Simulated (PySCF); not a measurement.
# [Pt2H5]−: forces at shaken geometries

How stiff is [Pt2H5]−? Its atoms are displaced at random by several amounts. The species was built from a template and needn't be a known compound.

The runs use PySCF 2.14.0; r2SCAN, Pt def2-SVP with ECP60, H def2-SVP; scalar-relativistic core potentials, no spin–orbit coupling.

3 further runs of the same task are left out: 2 for a known fault of the program, 1 set aside as unsound or not needed. Runs told in other sessions of the task aren't counted.

### 1 The system as given

7 atoms, charge -1, spin multiplicity 1.

Bond lengths: Pt1–H3 1.705 Å, Pt1–H4 1.720 Å, Pt1–H5 1.720 Å, Pt1–H6 1.664 Å, Pt2–H3 1.705 Å, Pt2–H4 1.720 Å, Pt2–H5 1.720 Å, Pt2–H7 1.664 Å. Angles: H3–Pt1–H4 64.0°, H3–Pt1–H5 64.0°, H3–Pt1–H6 135.2°, H4–Pt1–H5 60.0°, H4–Pt1–H6 146.9°, H5–Pt1–H6 146.9°, H3–Pt2–H4 64.0°, H3–Pt2–H5 64.0°, H3–Pt2–H7 135.2°, H4–Pt2–H5 60.0°, H4–Pt2–H7 146.9°, H5–Pt2–H7 146.9°, Pt1–H3–Pt2 107.0°, Pt1–H4–Pt2 105.6°, Pt1–H5–Pt2 105.6°.

Geometry (Å):

```
atom    x (Å)    y (Å)    z (Å)
 Pt1   0.0057   0.0000   1.3700
 Pt2   0.0057   0.0000  -1.3700
  H3   1.0204   0.0000   0.0000
  H4  -0.5789   0.8593   0.0000
  H5  -0.5789  -0.8593   0.0000
  H6   0.2446   0.0000   3.0173
  H7   0.2446   0.0000  -3.0173
```

Formal oxidation states: Pt +2. An earlier session relaxed this geometry at r2SCAN, Pt def2-SVP with ECP60, H def2-SVP (singlet, point group C2v).

Its energy there is -241.854551 Eh.

### 2 Atoms moved at random, σ = 0.03 Å

Input file run.py (the lines that set the calculation):

```python
mol = gto.M(atom='''
Pt     0.00113    -0.02436     1.35618
Pt    -0.00251     0.00914    -1.36509
H      1.03477    -0.03121     0.06971
H     -0.62844     0.85002    -0.00745
H     -0.58688    -0.82431     0.02778
H      0.29444     0.01768     2.93647
H      0.25063     0.00303    -3.01760''',
    basis={'Pt': 'def2-SVP', 'H': 'def2-SVP'},
    ecp={'Pt': 'def2-SVP'},
    charge=-1, spin=0)
mf = dft.RKS(mol, xc='R2SCAN')
mf.grids.atom_grid = (50, 194)
mf = mf.density_fit()  # fitting sets: Pt def2-universal-JKFIT, H def2-universal-JKFIT
mf.conv_tol = 1e-08; mf.max_cycle = 55
mf.kernel(dm0)  # dm0: the density of the relaxed state
```

Run with:

```console
> OMP_NUM_THREADS=2 python run.py
```

Log:

```text
init E= -241.860961300869
  HOMO = -0.0403537972302228  LUMO = 0.0663129378313352  gap/eV = 2.90255
cycle= 1 E= -241.844555169829  delta_E= 0.0164  |g|= 0.165  |ddm|= 0.264
  HOMO = -0.0138913158541452  LUMO = 0.0663083612622706  gap/eV = 2.18234
cycle= 2 E= -241.631323613834  delta_E= 0.213  |g|= 0.927  |ddm|= 1.14
  HOMO = -0.0460225507497629  LUMO = 0.0612473829728466  gap/eV = 2.91896
cycle= 3 E= -241.851204811183  delta_E= -0.22  |g|= 0.0533  |ddm|= 0.927
  HOMO = -0.042685335790094  LUMO = 0.0637587288720116  gap/eV = 2.89649
cycle= 4 E= -241.851843402488  delta_E= -0.000639  |g|= 0.0203  |ddm|= 0.0738
  HOMO = -0.044104768052458  LUMO = 0.0630320285121893  gap/eV = 2.91534
cycle= 5 E= -241.851948125463  delta_E= -0.000105  |g|= 0.00201  |ddm|= 0.0244
  HOMO = -0.0440065008101747  LUMO = 0.0631151120396138  gap/eV = 2.91493
cycle= 6 E= -241.851949103351  delta_E= -9.78e-07  |g|= 0.000617  |ddm|= 0.00256
  HOMO = -0.0440173271891542  LUMO = 0.0630979379954613  gap/eV = 2.91475
cycle= 7 E= -241.851949191691  delta_E= -8.83e-08  |g|= 0.000135  |ddm|= 0.000862
  HOMO = -0.0440204188212547  LUMO = 0.0630977926241769  gap/eV = 2.91484
cycle= 8 E= -241.851949196313  delta_E= -4.62e-09  |g|= 4.14e-05  |ddm|= 0.000189
  HOMO = -0.0440232135457044  LUMO = 0.0630972744668132  gap/eV = 2.91490
Extra cycle  E= -241.851949192936  delta_E= 3.38e-09  |g|= 0.000124  |ddm|= 0.000165
converged SCF energy = -241.851949192936
```

Wall time 4.1 s (2 threads of Arm Neoverse V1, shared host).

Read off: E = -241.851949 Eh (+0.071 eV from the relaxed state), HOMO -1.20 eV, LUMO 1.72 eV, Mulliken charge on Pt1 -0.22 e, largest force component 0.956 eV/Å. 

```
atom      Fx      Fy  Fz (eV/Å)
 Pt1  -0.142   0.446     -0.024
 Pt2   0.066  -0.001     -0.111
  H3  -0.026   0.054     -0.404
  H4   0.163  -0.069     -0.101
  H5  -0.251  -0.418     -0.450
  H6   0.182  -0.053      0.956
  H7   0.007   0.042      0.135
```

### 3 Atoms moved at random, σ = 0.15 Å

Input file run.py (the lines that set the calculation):

```python
mol = gto.M(atom='''
Pt     0.12557     0.19584     1.59668
Pt    -0.17320    -0.01021    -1.40403
H      1.10479     0.03724    -0.05831
H     -0.16063     0.83553    -0.19320
H     -0.54873    -0.95115    -0.20922
H      0.11659    -0.07813     3.15934
H     -0.10125    -0.02913    -2.89126''',
    basis={'Pt': 'def2-SVP', 'H': 'def2-SVP'},
    ecp={'Pt': 'def2-SVP'},
    charge=-1, spin=0)
mf = dft.RKS(mol, xc='R2SCAN')
mf.grids.atom_grid = (50, 194)
mf = mf.density_fit()  # fitting sets: Pt def2-universal-JKFIT, H def2-universal-JKFIT
mf.conv_tol = 1e-08; mf.max_cycle = 55
mf.kernel(dm0)  # dm0: the density of the relaxed state
```

Run with:

```console
> OMP_NUM_THREADS=2 python run.py
```

Log:

```text
init E= -241.78909678398
  HOMO = -0.0727606136804764  LUMO = 0.00602340853215022  gap/eV = 2.14382
cycle= 1 E= -241.66263483438  delta_E= 0.126  |g|= 0.68  |ddm|= 1.37
  HOMO = 0.146599081781059  LUMO = 0.162389199074066  gap/eV = 0.42967
cycle= 2 E= -234.494282710626  delta_E= 7.17  |g|= 4.63  |ddm|= 5.53
  HOMO = -0.0297475952482124  LUMO = 0.03495196472285  gap/eV = 1.76056
cycle= 3 E= -241.681299453728  delta_E= -7.19  |g|= 0.67  |ddm|= 5.03
  HOMO = -0.00187587978660133  LUMO = 0.0524560729940129  gap/eV = 1.47845
cycle= 4 E= -241.756152577616  delta_E= -0.0749  |g|= 0.351  |ddm|= 0.78
  HOMO = -0.0248833227415164  LUMO = 0.0429302095548798  gap/eV = 1.84530
cycle= 5 E= -241.788992538441  delta_E= -0.0328  |g|= 0.0301  |ddm|= 0.37
  HOMO = -0.0300778172049751  LUMO = 0.0400764975315209  gap/eV = 1.90900
cycle= 6 E= -241.789176616413  delta_E= -0.000184  |g|= 0.0201  |ddm|= 0.0599
  HOMO = -0.0295006587506007  LUMO = 0.0409155414609645  gap/eV = 1.91612
cycle= 7 E= -241.789249610581  delta_E= -7.3e-05  |g|= 0.00683  |ddm|= 0.0238
  HOMO = -0.0290777298617036  LUMO = 0.0408348172353574  gap/eV = 1.90242
cycle= 8 E= -241.789263365059  delta_E= -1.38e-05  |g|= 0.00173  |ddm|= 0.0113
  HOMO = -0.029072396391668  LUMO = 0.0409008094075065  gap/eV = 1.90407
cycle= 9 E= -241.789264218863  delta_E= -8.54e-07  |g|= 0.000307  |ddm|= 0.00229
  HOMO = -0.0290811712694599  LUMO = 0.0409000067011251  gap/eV = 1.90428
cycle= 10 E= -241.789264239545  delta_E= -2.07e-08  |g|= 9.94e-05  |ddm|= 0.000456
  HOMO = -0.0290840027960786  LUMO = 0.0409005294554392  gap/eV = 1.90438
cycle= 11 E= -241.789264241261  delta_E= -1.72e-09  |g|= 3.72e-05  |ddm|= 0.000149
  HOMO = -0.0290756400151647  LUMO = 0.0408981213786261  gap/eV = 1.90408
Extra cycle  E= -241.789264230107  delta_E= 1.12e-08  |g|= 0.000202  |ddm|= 0.000282
converged SCF energy = -241.789264230107
```

Wall time 4.6 s (2 threads of Arm Neoverse V1, shared host).

It gives: E = -241.789264 Eh (+1.777 eV from the relaxed state), HOMO -0.79 eV, LUMO 1.11 eV, Mulliken charge on Pt1 -0.46 e, largest force component 4.291 eV/Å. 

```
atom      Fx      Fy  Fz (eV/Å)
 Pt1   0.186  -1.035     -3.365
 Pt2   1.794  -1.237      2.091
  H3  -1.123  -0.036      0.663
  H4  -0.551   2.313      3.282
  H5  -0.145   0.074      1.028
  H6   0.161   0.223      0.594
  H7  -0.323  -0.301     -4.291
```

### 4 Atoms moved at random, σ = 0.15 Å

Input file run.py (the lines that set the calculation):

```python
mol = gto.M(atom='''
Pt     0.06933     0.02730     1.14494
Pt     0.11919    -0.14322    -1.23962
H      1.18029     0.02062     0.04981
H     -0.66637     0.66232    -0.08692
H     -0.49400    -0.81724    -0.11846
H     -0.00667     0.01620     3.18470
H      0.16136     0.23402    -2.93444''',
    basis={'Pt': 'def2-SVP', 'H': 'def2-SVP'},
    ecp={'Pt': 'def2-SVP'},
    charge=-1, spin=0)
mf = dft.RKS(mol, xc='R2SCAN')
mf.grids.atom_grid = (50, 194)
mf = mf.density_fit()  # fitting sets: Pt def2-universal-JKFIT, H def2-universal-JKFIT
mf.conv_tol = 1e-08; mf.max_cycle = 55
mf.kernel(dm0)  # dm0: the density of the relaxed state
```

Run with:

```console
> OMP_NUM_THREADS=2 python run.py
```

Log:

```text
init E= -241.887260988789
  HOMO = -0.0679235803534435  LUMO = 0.0352674360928584  gap/eV = 2.80797
cycle= 1 E= -241.7473104911  delta_E= 0.14  |g|= 0.27  |ddm|= 0.995
  HOMO = -0.000579641995084756  LUMO = 0.0702421891570744  gap/eV = 1.92716
cycle= 2 E= -241.540814442738  delta_E= 0.206  |g|= 0.974  |ddm|= 1.41
  HOMO = -0.022696703442135  LUMO = 0.0593300496755056  gap/eV = 2.23206
cycle= 3 E= -241.744154368063  delta_E= -0.203  |g|= 0.317  |ddm|= 1.28
  HOMO = -0.0308176190575815  LUMO = 0.0585141894308192  gap/eV = 2.43084
cycle= 4 E= -241.766656020898  delta_E= -0.0225  |g|= 0.0426  |ddm|= 0.358
  HOMO = -0.029432392103697  LUMO = 0.0610343422037443  gap/eV = 2.46173
cycle= 5 E= -241.767032726896  delta_E= -0.000377  |g|= 0.0245  |ddm|= 0.0868
  HOMO = -0.0314849163786515  LUMO = 0.0595006830488489  gap/eV = 2.47584
cycle= 6 E= -241.767179549383  delta_E= -0.000147  |g|= 0.00345  |ddm|= 0.0351
  HOMO = -0.0313139913959253  LUMO = 0.0594924045246299  gap/eV = 2.47097
cycle= 7 E= -241.76718304747  delta_E= -3.5e-06  |g|= 0.00122  |ddm|= 0.00686
  HOMO = -0.0313425712744402  LUMO = 0.0594671297488376  gap/eV = 2.47106
cycle= 8 E= -241.767183355619  delta_E= -3.08e-07  |g|= 0.000311  |ddm|= 0.00167
  HOMO = -0.0313380942071055  LUMO = 0.0594702354199219  gap/eV = 2.47102
cycle= 9 E= -241.767183383773  delta_E= -2.82e-08  |g|= 9.95e-05  |ddm|= 0.000877
  HOMO = -0.031344863043699  LUMO = 0.0594698092079358  gap/eV = 2.47119
cycle= 10 E= -241.767183386878  delta_E= -3.1e-09  |g|= 1.54e-05  |ddm|= 0.000303
  HOMO = -0.0313464295308332  LUMO = 0.059467782137145  gap/eV = 2.47118
Extra cycle  E= -241.767183386677  delta_E= 2.01e-10  |g|= 3.29e-05  |ddm|= 7.81e-05
converged SCF energy = -241.767183386677
```

It took 4.5 s on 2 threads of Arm Neoverse V1, shared host.

Result: E = -241.767183 Eh (+2.377 eV from the relaxed state), HOMO -0.85 eV, LUMO 1.62 eV, Mulliken charge on Pt1 -0.21 e, largest force component 11.272 eV/Å. 

```
atom      Fx      Fy  Fz (eV/Å)
 Pt1  -0.209   0.186     11.272
 Pt2   1.930   1.928    -11.061
  H3   1.009   0.025     -0.476
  H4  -0.887   1.791     -0.291
  H5  -1.986  -3.629      2.213
  H6   0.110   0.169     -1.968
  H7   0.034  -0.471      0.311
```

### 5 Results

| σ (Å) | energy rise (eV) | harmonic estimate −½ F·u (eV) | largest force component (eV/Å) |
| --- | --- | --- | --- |
| 0.03 | 0.071 | 0.071 | 0.96 |
| 0.15 | 1.777 | 1.488 | 4.29 |
| 0.15 | 2.377 | 2.591 | 11.27 |

Every displacement raises the energy. For a harmonic well the rise equals −½ F·u; the two differ by at most 16 % here (a move with σ = 0.15 Å), from anharmonicity, the grid and the small forces left at the relaxed point. The largest moves cost over 1 eV, far outside the harmonic range, so agreement there can come from errors that cancel between squeezed and stretched bonds. These are double-zeta-type bases without diffuse functions. Spin–orbit coupling is left out.
